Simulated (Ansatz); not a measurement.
# CH₄AlClFSb: how energies converge with the basis set

One table from this session's results is given with a row withheld; the runs are named, their logs left out.

Program: Ansatz 0.2.0, Gaussian basis. Level of theory: one geometry, several basis sets. These are calculated values, not measurements.

Plan: PBE0-D4/def2-SVP; ωB97M-V/def2-SVP; PBE0-D4/def2-QZVPP; ωB97M-V/def2-QZVPP; the functionals' def2-TZVPP values are taken from earlier runs.

### The geometry

The geometry comes from an earlier relaxation with PBE0-D4 in a triple-zeta def2 set; it is a stationary point, not always the lowest conformer. Sb takes the def2 core potential; no spin-orbit term is included.

SMILES `[F][Al]([SbH2])[CH2]Cl`, 9 atoms, charge 0, spin multiplicity 1.

Atoms are counted from 1 here; the program's logs count them from 0.

Bond lengths: F1–Al2 1.654 Å, Al2–Sb3 2.631 Å, Al2–C4 1.950 Å, Sb3–H6 1.710 Å, Sb3–H7 1.709 Å, C4–Cl5 1.850 Å, C4–H8 1.087 Å, C4–H9 1.087 Å. Angles: F1–Al2–Sb3 118.5°, F1–Al2–C4 116.1°, Sb3–Al2–C4 125.2°, Al2–Sb3–H6 88.6°, Al2–Sb3–H7 88.4°, H6–Sb3–H7 91.4°, Al2–C4–Cl5 81.9°, Al2–C4–H8 121.0°, Al2–C4–H9 122.2°, Cl5–C4–H8 106.3°, Cl5–C4–H9 106.2°, H8–C4–H9 111.4°.

Coordinates:

```
atom    x (Å)    y (Å)    z (Å)
  F1   0.5146  -2.2440  -0.7881
 Al2   0.3018  -0.7769  -0.0536
 Sb3   2.4142   0.7302   0.3806
  C4  -1.5056  -0.3810   0.5613
 Cl5  -1.6241   0.3941  -1.1146
  H6   1.3795   2.0905   0.4394
  H7   2.5905   0.8863  -1.3117
  H8  -2.2680  -1.1558   0.5931
  H9  -1.7144   0.4104   1.2764
```

The first run:

Input file in.yaml:

```yaml
crystal:
  periodic: [false, false, false]
  atoms:
    - {symbol: F, position_ang: [0.514614, -2.243971, -0.788107]}
    - {symbol: Al, position_ang: [0.301757, -0.776900, -0.053562]}
    - {symbol: Sb, position_ang: [2.414165, 0.730156, 0.380591]}
    - {symbol: C, position_ang: [-1.505587, -0.381037, 0.561344]}
    - {symbol: Cl, position_ang: [-1.624053, 0.394068, -1.114589]}
    - {symbol: H, position_ang: [1.379549, 2.090472, 0.439367]}
    - {symbol: H, position_ang: [2.590460, 0.886335, -1.311657]}
    - {symbol: H, position_ang: [-2.267980, -1.155794, 0.593126]}
    - {symbol: H, position_ang: [-1.714425, 0.410372, 1.276386]}
basis:
  gaussian: {orbitals: def2-SVP}
hamiltonian: {xc: pbe0, dispersion: d4}
output: {orbitals: {seedname: orbitals}}
```

The run is started by

```
$ ansatz run in.yaml --threads 4 --pin off --events-out ev --progress --plain --max-ram 10444MiB
```

Among the steps run: PBE0-D4 in def2-SVP; ωB97M-V in def2-SVP; PBE0-D4 in def2-QZVPP; ωB97M-V in def2-QZVPP.

One of the session's tables, all rows but one given; the rest of the session is left out.

It belongs to the step «Density functionals: the series». 

```
functional       basis  HOMO (eV)
   PBE0-D4    def2-SVP          ?
   PBE0-D4  def2-TZVPP      -7.13
   PBE0-D4  def2-QZVPP      -7.14
   ωB97M-V    def2-SVP      -9.01
   ωB97M-V  def2-TZVPP      -9.08
   ωB97M-V  def2-QZVPP      -9.10
```

Q: Estimate the row for PBE0-D4, def2-SVP from the others.

The run gave: HOMO (eV): -7.08. In the column «HOMO (eV)» it is the highest.
